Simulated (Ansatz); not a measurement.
**C₂ClF₂Si radical: a ladder of functionals and wavefunction methods**

The task here is to estimate one member of a computed series from the others.

The runs use Ansatz 0.2.0, Gaussian basis; functionals in def2-TZVPP, the program's frozen cores in correlated methods.

Levels to be run: LDA (SPW92), PBE-D4, revPBE-D4, BLYP-D4, r2SCAN-D4, B97M-V, PBE0-D4, B3LYP-D4, r2SCANh-D4, r2SCAN0-D4, HSE06-D4, BHLYP-D4, CAM-B3LYP-D4, LC-ωPBE, ωB97X-V, ωB97M-V, B2PLYP, PBE-QIDH; CCSD(T)/def2-SVP; MP2/def2-TZVPP; RPA on PBE.

2 further runs of the same task are left out: 1 for a known fault of the program, 1 that didn't finish.

### The relaxed structure

An earlier PBE0-D4 in a triple-zeta def2 set relaxation fixed the geometry.

SMILES `[C]#C[Si](F)(F)Cl`, 6 atoms, charge 0, spin multiplicity 2.

Atoms are counted from 1 here; the program's logs count them from 0.

Bond lengths: C1–C2 1.210 Å, C2–Si3 1.799 Å, Si3–F4 1.572 Å, Si3–F5 1.572 Å, Si3–Cl6 2.009 Å. Angles: C1–C2–Si3 179.4°, C2–Si3–F4 109.6°, C2–Si3–F5 109.6°, C2–Si3–Cl6 111.2°, F4–Si3–F5 107.7°, F4–Si3–Cl6 109.3°, F5–Si3–Cl6 109.3°.

As a file:

```
C     0.94030   -1.73537    1.55124
C     0.50556   -0.91900    0.77185
Si   -0.14924    0.30382   -0.37436
F    -1.02917   -0.41147   -1.46325
F     1.03733    1.02219   -1.11433
Cl   -1.26268    1.67582    0.58265
```

The first run:

The input, in.yaml:

```yaml
crystal:
  periodic: [false, false, false]
  atoms:
    - {symbol: C, position_ang: [0.940304, -1.735369, 1.551239]}
    - {symbol: C, position_ang: [0.505558, -0.918995, 0.771850]}
    - {symbol: Si, position_ang: [-0.149245, 0.303816, -0.374360]}
    - {symbol: F, position_ang: [-1.029172, -0.411465, -1.463251]}
    - {symbol: F, position_ang: [1.037331, 1.022192, -1.114331]}
    - {symbol: Cl, position_ang: [-1.262676, 1.675821, 0.582653]}
basis:
  gaussian: {orbitals: def2-TZVPP}
magnetization: {spin_polarized: true, initial_magnetization: 1}
hamiltonian: {xc: lda}
output: {orbitals: {seedname: orbitals}}
```

Started as:

```bash
ansatz run in.yaml --threads 2 --pin off --events-out ev --progress --plain --max-ram 32768MiB --backend cpu
```

Among the steps run: LDA; PBE-D4 (GGA); revPBE-D4 (GGA); BLYP-D4 (GGA); r2SCAN-D4 (meta-GGA); B97M-V (meta-GGA); B3LYP-D4 (hybrid); r2SCANh-D4 (hybrid); r2SCAN0-D4 (hybrid); HSE06-D4 (hybrid); BHLYP-D4 (hybrid); CAM-B3LYP-D4 (range-separated); LC-ωPBE (range-separated); ωB97X-V (range-separated); ωB97M-V (range-separated); B2PLYP (double hybrid); PBE-QIDH (double hybrid).

One table of the session follows, with a row left open; its other results are not shown here.

It belongs to the step «Frontier levels by functional». 

```
  functional  HOMO (eV)  LUMO (eV)  gap (eV)
 LDA (SPW92)          ?          ?         ?
      PBE-D4      -7.93      -6.78      1.15
   revPBE-D4      -7.86      -6.58      1.28
     BLYP-D4      -7.77      -6.92      0.85
   r2SCAN-D4      -8.19      -5.96      2.22
      B97M-V      -8.17      -6.63      1.54
     PBE0-D4      -9.22      -5.42      3.80
    B3LYP-D4      -8.97      -6.04      2.92
  r2SCANh-D4      -8.67      -5.51      3.15
  r2SCAN0-D4      -9.39      -4.85      4.54
    HSE06-D4      -8.82      -5.82      3.00
    BHLYP-D4     -10.34      -4.37      5.97
CAM-B3LYP-D4     -10.61      -4.53      6.08
     LC-ωPBE     -12.08      -2.66      9.41
     ωB97X-V     -11.64      -3.58      8.06
     ωB97M-V     -11.46      -3.59      7.87
```

Q: Estimate the row for LDA (SPW92) from the others.

As computed: HOMO (eV): -8.11; LUMO (eV): -7.39; gap (eV): 0.72. In the column «HOMO (eV)» it lies between B97M-V (-8.17) and PBE-D4 (-7.93).
